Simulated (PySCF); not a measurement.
# C4H10OSSi: electronic excitations

Wanted: the electronic excitations of C4H10OSSi (`CSCO[C@@H]1C[SiH2]1`), by calculation.

Computed with PySCF 2.14.0, with density-fitted response routines of our own, on a single molecule in the gas phase. Atoms are numbered from 0 throughout.

### 1 The starting structure

17 atoms, charge 0, multiplicity 1; geometry from: GFN2-xTB.

Bonds of the start (Å): C0–S1 1.81, S1–C2 1.84, C2–O3 1.38, O3–C4 1.41, C4–C5 1.54, C5–Si6 1.88, Si6–C4 1.89, C0–H7 1.09, C0–H8 1.09, C0–H9 1.08, C2–H10 1.09, C2–H11 1.10, C4–H12 1.09, C5–H13 1.08, C5–H14 1.08, Si6–H15 1.45, Si6–H16 1.45.

### 2 TDDFT and polarisability: wB97X-D/def2-SVPD

Job settings and geometry (Å):

```
{"job": {"kind": "uv", "xc": "wB97X-D", "basis": "def2-SVPD", "nstates": 8, "ntriplets": 3}, "charge": 0, "multiplicity": 1}
C     -2.817621     0.972048     0.584995
S     -2.169143    -0.061108    -0.757706
C     -0.967595    -1.037994     0.233299
O      0.021564    -0.254112     0.799591
C      0.975222     0.214648    -0.126189
C      2.049150    -0.791339    -0.571956
Si     2.707390     0.593670     0.523067
H     -3.464401     0.374672     1.222242
H     -1.977752     1.367993     1.148932
H     -3.381610     1.777513     0.127649
H     -1.519495    -1.513857     1.045936
H     -0.572924    -1.790246    -0.457912
H      0.512668     0.793020    -0.924815
H      1.941662    -1.785163    -0.157743
H      2.258013    -0.818694    -1.632326
H      3.432617     1.674598    -0.118105
H      2.965257     0.296381     1.916712
```

With the program's defaults for keys left out, this is: TDDFT wB97X-D/def2-SVPD, vertical, gas phase, core orbitals frozen in the response.

Run with:

```bash
> OMP_NUM_THREADS=1 python probes_run.py task.json out
```

This one command runs all jobs of the session in turn.

What will the session give for the following? lowest singlet (wB97X-D/def2-SVPD); brightest single state of those computed; lowest triplet. Wanted: lowest singlet; brightest single state of those computed; lowest triplet.

As calculated:

| quantity | value |
| --- | --- |
| lowest singlet (wB97X-D/def2-SVPD) | 5.67 eV (218 nm), f = 0.001 |
| brightest single state of those computed | state 2, 6.41 eV, f = 0.284 |
| lowest triplet | 5.07 eV |

The first singlet state (HOMO→LUMO+1 0.64, HOMO→LUMO+3 0.10) lies at 5.67 eV and is dark; of the 8 states computed, the strongest absorption comes from state 2 at 6.41 eV. The lowest triplet lies 0.61 eV below the lowest singlet (triplets in Tamm-Dancoff, singlets in full TDDFT).
